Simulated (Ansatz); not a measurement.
# ClF4H4SiTa: the cost of one run

Method: RKS PBE/def2-SVP, in Ansatz 0.2.0.

**1. Starting point**

Bond lengths: Ta1–F2 2.280 Å, Ta1–Cl3 2.470 Å, Ta1–F4 1.930 Å, Ta1–F5 1.930 Å, Ta1–F6 1.930 Å, Ta1–Si7 2.860 Å, Si7–H8 1.460 Å, Si7–H9 1.460 Å, Si7–H10 1.460 Å. Angles (14 of 21 angles, heavy atoms first): F2–Ta1–Cl3 90.0°, F2–Ta1–F4 90.0°, F2–Ta1–F5 120.0°, F2–Ta1–F6 120.0°, F2–Ta1–Si7 71.6°, Cl3–Ta1–F4 180.0°, Cl3–Ta1–F5 90.0°, Cl3–Ta1–F6 90.0°, Cl3–Ta1–Si7 57.4°, F4–Ta1–F5 90.0°, F4–Ta1–F6 90.0°, F4–Ta1–Si7 122.6°, F5–Ta1–F6 120.0°, F5–Ta1–Si7 58.7°.

As a file:

```xyz
11

Ta    0.0000    0.0000    0.0000
F     2.2800    0.0000    0.0000
Cl    0.0000    0.0000    2.4700
F     0.0000    0.0000   -1.9300
F    -0.9650    1.6714    0.0000
F    -0.9650   -1.6714    0.0000
Si    0.9018    2.2353    1.5394
H     1.3200    1.7795    2.8618
H     2.0309    2.8684    0.8640
H    -0.1844    3.2008    1.6792
H     2.1331    1.0549    0.7264
```

**2. Pulling towards end A**

Springs on the bonds that form and break draw the guess towards this end; the thresholds are loose.

input.yaml

```yaml
crystal:
  periodic: [false, false, false]
  atoms:
    - { symbol: Ta, position_ang: [0.0, 0.0, 0.0] }
    - { symbol: F, position_ang: [2.28, 0.0, 0.0] }
    - { symbol: Cl, position_ang: [0.0, 0.0, 2.47] }
    - { symbol: F, position_ang: [0.0, 0.0, -1.93] }
    - { symbol: F, position_ang: [-0.965, 1.6714, 0.0] }
    - { symbol: F, position_ang: [-0.965, -1.6714, 0.0] }
    - { symbol: Si, position_ang: [0.9018, 2.2353, 1.5394] }
    - { symbol: H, position_ang: [1.32, 1.7795, 2.8618] }
    - { symbol: H, position_ang: [2.0309, 2.8684, 0.864] }
    - { symbol: H, position_ang: [-0.1844, 3.2008, 1.6792] }
    - { symbol: H, position_ang: [2.1331, 1.0549, 0.7264] }
basis:
  gaussian: { orbitals: def2-SVP }
hamiltonian:
  xc: pbe
relax:
  f_tol: 0.15
  max_steps: 25
  restrain:
    - { distance: [0, 6], at: 3.76, k: 30.0 }
    - { distance: [10, 1], at: 2.12, k: 30.0 }
    - { distance: [0, 1], at: 1.93, k: 30.0 }
    - { distance: [10, 6], at: 1.46, k: 30.0 }
```

The run is started by

```
$ ansatz run input.yaml --threads 4 --pin off --max-ram 5120MiB --backend cpu --events-out ev --progress --plain --runs-dir out
```

**Question.** How long does this run take on 4 threads of Arm Neoverse V2, shared host, and how much memory does it need?

About 30 s, with a peak of 0.22 GiB.
